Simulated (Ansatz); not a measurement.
**CCSD/cc-pVDZ run of CH2FNOSi (SMILES O=C=N[SiH2]F)**

What is the vertical ionisation energy of CH2FNOSi at CCSD/cc-pVDZ? 

The calculation is run with Ansatz 0.2.0.

153 further runs of the same task are left out: 153 set aside as unsound or not needed.

## (1) Starting point

The species is CH2FNOSi (7 atoms), meant as a singlet with charge 0. SMILES: `O=C=N[SiH2]F`. Geometry: relaxed at PBE0-D4/def2-TZVP. This is one conformer, not always the lowest.

Bond lengths: O1–C2 1.162 Å, C2–N3 1.195 Å, N3–Si4 1.694 Å, Si4–F5 1.591 Å, Si4–H6 1.475 Å, Si4–H7 1.475 Å. Angles: O1–C2–N3 178.4°, C2–N3–Si4 166.0°, N3–Si4–F5 109.2°, N3–Si4–H6 109.0°, N3–Si4–H7 109.0°, F5–Si4–H6 108.2°, F5–Si4–H7 108.2°, H6–Si4–H7 113.2°.

## (2) A single-point energy at CCSD/cc-pVDZ

File run.yaml:

```yaml
basis:
  gaussian: {orbitals: cc-pVDZ}
crystal:
  periodic: [false, false, false]
  atoms:
    - {symbol: O, position_ang: [-0.573800, -2.908000, -0.552000]}
    - {symbol: C, position_ang: [-0.306900, -1.816900, -0.256100]}
    - {symbol: "N", position_ang: [-0.019000, -0.706200, 0.076100]}
    - {symbol: Si, position_ang: [0.212100, 0.968300, 0.188900]}
    - {symbol: F, position_ang: [-0.420200, 1.671000, -1.091000]}
    - {symbol: H, position_ang: [-0.490300, 1.470300, 1.384800]}
    - {symbol: H, position_ang: [1.659300, 1.253600, 0.203700]}
correlation: {method: ccsd, frozen_orbitals: {C: 1, F: 1, H: 0, "N": 1, O: 1, Si: 5}}
accuracy: high
scf: {omitted_lower_state_checks: [cluster_reference, increment]}
```

The run is started by

```console
$ ansatz run run.yaml --threads 1 --pin off --max-ram 3480MiB --events-out events.jsonl --progress --plain --runs-dir runs
```

Standard output, shortened:

```text
Warning: RAYON_NUM_THREADS=1 ignored (pool sized by the plan → 1); use --threads N
Functional definition: HF
  name "HF"
[...]
1809 factors; integrals over basis functions are off by at most 3.6e-9 eV
[...]
mean field -15152.21983207 eV, -556.8338082852 hartree, gradient 2.3e-8 eV, S^2 0.000000; 0 other end points of the search recorded, 0 dependent functions left out
9 core orbitals not correlated: weight in the atoms' cores, before any rotation towards them, 1.000 or more for the frozen orbitals, at most 0.000 for the correlated occupied ones
reference -15152.21983207 eV, -556.8338082852 hartree; 14, 14 occupied and 61, 61 virtual orbitals, 1809 factors
second order -20.01384728 eV of doubles, -0.00000000 eV of singles
cycle   1  -19.73108771 eV  change    2.8e-1 eV  update   1.3e-1
[...]
cycle  21  -20.45595899 eV  change   2.1e-10 eV  update   1.3e-9
Total energy: -15172.67579107 eV, -557.5855509127 hartree
Checks for a lower state left out: cluster_reference, increment
```

Run time: 15 s. Hardware: 1 thread of Arm Neoverse V1, shared host; peak memory 0.46 GiB.

## (3) The doublet cation at the same level

File run.yaml:

```yaml
crystal:
  periodic: [false, false, false]
  atoms:
    - {symbol: O, position_ang: [-0.573800, -2.908000, -0.552000]}
    - {symbol: C, position_ang: [-0.306900, -1.816900, -0.256100]}
    - {symbol: N, position_ang: [-0.019000, -0.706200, 0.076100]}
    - {symbol: Si, position_ang: [0.212100, 0.968300, 0.188900]}
    - {symbol: F, position_ang: [-0.420200, 1.671000, -1.091000]}
    - {symbol: H, position_ang: [-0.490300, 1.470300, 1.384800]}
    - {symbol: H, position_ang: [1.659300, 1.253600, 0.203700]}
basis:
  gaussian:
    orbitals: cc-pVDZ
total_charge: 1
magnetization:
  spin_polarized: true
  initial_magnetization: 1
correlation:
  method: ccsd
  frozen_orbitals: {C: 1, F: 1, H: 0, "N": 1, O: 1, Si: 5}
accuracy: high
scf:
  omitted_lower_state_checks: [cluster_reference, increment]
```

The run is started by

```console
$ ansatz run run.yaml --threads 1 --pin off --max-ram 3480MiB --events-out events.jsonl --progress --plain --runs-dir runs
```

Standard output:

```text
Warning: RAYON_NUM_THREADS=1 ignored (pool sized by the plan → 1); use --threads N
[... 13 lines left out ...]
9 core orbitals not correlated: weight in the atoms' cores, before any rotation towards them, 1.000 or more for the frozen orbitals, at most 0.000 for the correlated occupied ones
[... 38 lines left out ...]
Total energy: -15161.63349353 eV, -557.1797539631 hartree
Checks for a lower state left out: cluster_reference, increment
```

It took 74 s on 1 thread of Arm Neoverse V1, shared host; peak memory 0.89 GiB.

## (4) Summary of results

Level: CCSD/cc-pVDZ, 9 core orbitals frozen.

| quantity | value |
| --- | --- |
| singlet CH2FNOSi: total energy | -557.58555 Eh |
| singlet CH2FNOSi: correlation energy (9 core orbitals frozen) | -751.7 mEh |
| singlet CH2FNOSi: T1 diagnostic | 0.016 |
| doublet cation: total energy | -557.17975 Eh |
| doublet cation: correlation energy (9 core orbitals frozen) | -726.5 mEh |
| doublet cation: ⟨S²⟩ of the reference determinant | 0.911 |
| doublet cation: T1 diagnostic | 0.037 |
| vertical ionisation energy (to the doublet cation) | 11.042 eV |

**Reading.** Removing an electron at fixed nuclei costs 11.04 eV (255 kcal/mol). ⟨S²⟩ (doublet cation) is 0.91 where a pure doublet has 0.75: the reference is spin-contaminated.
